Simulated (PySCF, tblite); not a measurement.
# C6H10FP: geometry, infrared bands and NMR shifts

Aim: predict the infrared bands and NMR shifts of C6H10FP (`C/C=C/P1CC(F)C1`).

Programs: tblite 0.8.0 and PySCF 2.14.0, with density-fitted response routines of our own. Each step states its level of theory. These are calculated values for one molecule in the gas phase, unless marked as measured. Atoms are numbered from 0 throughout.

### 1 The starting structure

18 atoms, charge 0, multiplicity 1; geometry from: force field or distance geometry start.

Bonds of the start (Å): C0–C1 1.51, C1–C2 1.34, C2–P3 1.81, P3–C4 1.82, C4–C5 1.51, C5–F6 1.40, C5–C7 1.50, C7–P3 1.83, C0–H8 1.09, C0–H9 1.12, C0–H10 1.11, C1–H11 1.07, C2–H12 1.09, C4–H13 1.11, C4–H14 1.13, C5–H15 1.10, C7–H16 1.12, C7–H17 1.13.

### 2 Optimising the geometry with GFN2-xTB

Job settings and geometry (Å):

```
{"job": {"kind": "relax", "xc": "GFN2-xTB", "basis": "xTB"}, "charge": 0, "multiplicity": 1}
C      2.936000     0.567000     0.681300
C      1.461700     0.352200     0.430100
C      1.016200    -0.886600     0.689900
P     -0.738700    -1.248200     0.418400
C     -1.429700    -0.924100    -1.237900
C     -1.879300     0.474200    -0.886000
F     -3.163500     0.789600    -1.334700
C     -1.946600     0.115500     0.564400
H      3.290900    -0.022600     1.529500
H      3.138200     1.650900     0.852500
H      3.532000     0.276800    -0.211300
H      0.822600     1.144800     0.085600
H      1.680600    -1.672900     1.058100
H     -2.304800    -1.529200    -1.556100
H     -0.587900    -0.956700    -1.990900
H     -1.202100     1.287700    -1.183300
H     -1.685500     0.930700     1.286700
H     -2.948800    -0.342600     0.792100
```

The run is started by

```console
$ OMP_NUM_THREADS=1 python probes_run.py task.json out
```

This one command runs all jobs of the session in turn.

**Question.** This job is followed by: GFN2-xTB harmonic vibrations, gas phase; GIAO PBE0/pcSseg-1 NMR shielding, non-relativistic, gas phase. What will the session give for the following? strongest single infrared mode (GFN2-xTB); zero-point energy (GFN2-xTB); 13C shifts against TMS (PBE0/pcSseg-1, means over atoms taken as alike); 1H shifts against TMS (PBE0/pcSseg-1, means over atoms taken as alike); 31P shifts against H3PO4 (PBE0/pcSseg-1); 19F shifts against CFCl3 (PBE0/pcSseg-1); surface potential, 1st and 99th percentile.

The runs gave:

| quantity | value |
| --- | --- |
| strongest single infrared mode (GFN2-xTB) | 1040 cm⁻¹, 105 km/mol |
| zero-point energy (GFN2-xTB) | 90.0 kcal/mol |
| 13C shifts against TMS (PBE0/pcSseg-1, means over atoms taken as alike) | 143.9, 141.8, 90.5, 37.8, 25.0 ppm |
| 1H shifts against TMS (PBE0/pcSseg-1, means over atoms taken as alike) | 6.32, 6.13, 5.34, 2.41, 2.23, 2.03 ppm |
| 31P shifts against H3PO4 (PBE0/pcSseg-1) | -84.4 ppm |
| 19F shifts against CFCl3 (PBE0/pcSseg-1) | -146.9 ppm |
| surface potential, 1st and 99th percentile | -1.12 V and 0.91 V |

In words: Over 165 steps the energy fell by 1.199 eV; of the close pairs, P3–C4 changed most, 1.824 to 1.883 Å. No mode is imaginary among the 48: a minimum at this level. The strongest single mode, at 1040 cm⁻¹, is spread over many atoms; the largest shares are those of C5, F6. GFN2-xTB is a fitted tight-binding method: band positions and strengths are rough. Its intensities can rank the bands wrongly. At PBE0/pcSseg-1: The widest tensor belongs to C1: span 242 ppm, with a paramagnetic part of -214 ppm.
